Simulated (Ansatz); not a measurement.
# AgPt3: stress in a strained cell

AgPt3 is deformed so: equal xy, yz and zx engineering shear strains of +1 %. What stress and forces result, by LAPW, PAW and all-electron datasets made for the crystal?

Method: DFT LDA, scalar-relativistic, in Ansatz 0.2.0.

### Step 1. The system as given

It takes space group Pm-3m (No. 221, cubic). Conventional cell: a = 3.900 Å, b = 3.900 Å, c = 3.900 Å, α = 90.00°, β = 90.00°, γ = 90.00°. Ag (site symmetry m-3m) is surrounded by 12 Pt at 2.76 Å. Pt (site symmetry 4/mmm) is surrounded by 8 Pt at 2.76 Å and 4 Ag at 2.76 Å.

Coordinates:

```cif
data_structure
_symmetry_space_group_name_H-M 'P 1'
_symmetry_Int_Tables_number 1
_cell_length_a 3.9000
_cell_length_b 3.9000
_cell_length_c 3.9000
_cell_angle_alpha 90.000
_cell_angle_beta 90.000
_cell_angle_gamma 90.000
_cell_volume 59.32
loop_
_atom_site_label
_atom_site_type_symbol
_atom_site_fract_x
_atom_site_fract_y
_atom_site_fract_z
_atom_site_occupancy
Ag1 Ag 0.00000 0.00000 0.00000 1
Pt1 Pt 0.00000 0.50000 0.50000 1
Pt2 Pt 0.50000 0.00000 0.50000 1
Pt3 Pt 0.50000 0.50000 0.00000 1
```

Atoms are numbered in the order of the input: Ag1, Pt2, Pt3, Pt4.

### Step 2. After the deformation

Space group Pm-3m before, R-3m after.

### Step 3. All-electron LAPW

Input file input.yaml:

```yaml
crystal:
  lattice:
    - [3.9, 0.0195, 0.0195]
    - [0.0195, 3.9, 0.0195]
    - [0.0195, 0.0195, 3.9]
  atoms:
    - { symbol: Ag, position: [0.0, 0.0, 0.0] }
    - { symbol: Pt, position: [0.0, 0.5, 0.5] }
    - { symbol: Pt, position: [0.5, 0.0, 0.5] }
    - { symbol: Pt, position: [0.5, 0.5, 0.0] }
kpoints:
  mp_grid: { grid: [9, 9, 9] }
  band_path:
    path:
      - [0.0, 0.0, 0.0]
      - [0.5, 0.5, 0.5]
      - [0.5098274679, 0.4901725321, 0.5]
      - [0.5, -0.4901725321, 0.4901725321]
      - [0.5, 0.0, 0.0]
      - [0.0, 0.0, 0.0]
      - [0.4950862661, -0.4950862661, 0.0]
      - [0.5049137339, 0.0, 0.4950862661]
      - [0.5, 0.0, 0.5]
    npoints: 5
scf:
  occupations: { method: fermi_dirac, width: 0.08 }
hamiltonian:
  xc: lda
  pseudopotentials: { kind: all_electron, lapw: { basis_error: 0.0005 } }
output:
  forces: true
  stress: true
  eigenvalues: true
```

Command:

```console
$ ansatz run input.yaml --threads 1 --pin off --max-ram 4096MiB --backend cpu --events-out ev --progress --plain --runs-dir out
```

### Step 4. PAW with frozen cores

Input file input.yaml:

```yaml
crystal:
  lattice:
    - [3.9, 0.0195, 0.0195]
    - [0.0195, 3.9, 0.0195]
    - [0.0195, 0.0195, 3.9]
  atoms:
    - { symbol: Ag, position: [0.0, 0.0, 0.0] }
    - { symbol: Pt, position: [0.0, 0.5, 0.5] }
    - { symbol: Pt, position: [0.5, 0.0, 0.5] }
    - { symbol: Pt, position: [0.5, 0.5, 0.0] }
kpoints:
  mp_grid: { grid: [9, 9, 9] }
scf:
  occupations: { method: fermi_dirac, width: 0.08 }
hamiltonian:
  xc: lda
  pseudopotentials: { kind: paw }
output:
  forces: true
  stress: true
  eigenvalues: true
  efg: { contact_densities: true }
  write_density: true
  write_potential: true
  elf: true
  volumetric_format: npy
```

### Step 5. All-electron PAW on datasets made for the crystal

input.yaml, as its differences from that of step 4:

```diff
@@ -16,3 +16,3 @@
   xc: lda
-  pseudopotentials: { kind: paw }
+  pseudopotentials: { kind: all_electron, datasets: crystal }
 output:
@@ -22,5 +22 @@
   efg: { contact_densities: true }
-  write_density: true
-  write_potential: true
-  elf: true
-  volumetric_format: npy
```

(Steps that only read results are left out.)

Before running it: what results should come out? Wanted: pressure; largest shear or deviatoric stress.

The runs gave:

| quantity | value |
| --- | --- |
| pressure | LAPW 2.41, PAW 2.39, crystal datasets 2.41 GPa |
| largest shear or deviatoric stress (LAPW) | 1.11 GPa |

In words: The largest part of the stress beyond the pressure is 1.11 GPa in size; the atoms are carried along and not relaxed. No run of the undeformed cell stands beside it, so pressure and stress hold what the given cell had before the change, as far as its symmetry allows. PAW: stress within 0.02 GPa of LAPW. Crystal datasets: stress within 0.01 GPa of LAPW. Spin-orbit coupling is left out, though the cell holds Pt; in elements this heavy it can shift bands and gaps by tenths of an eV.
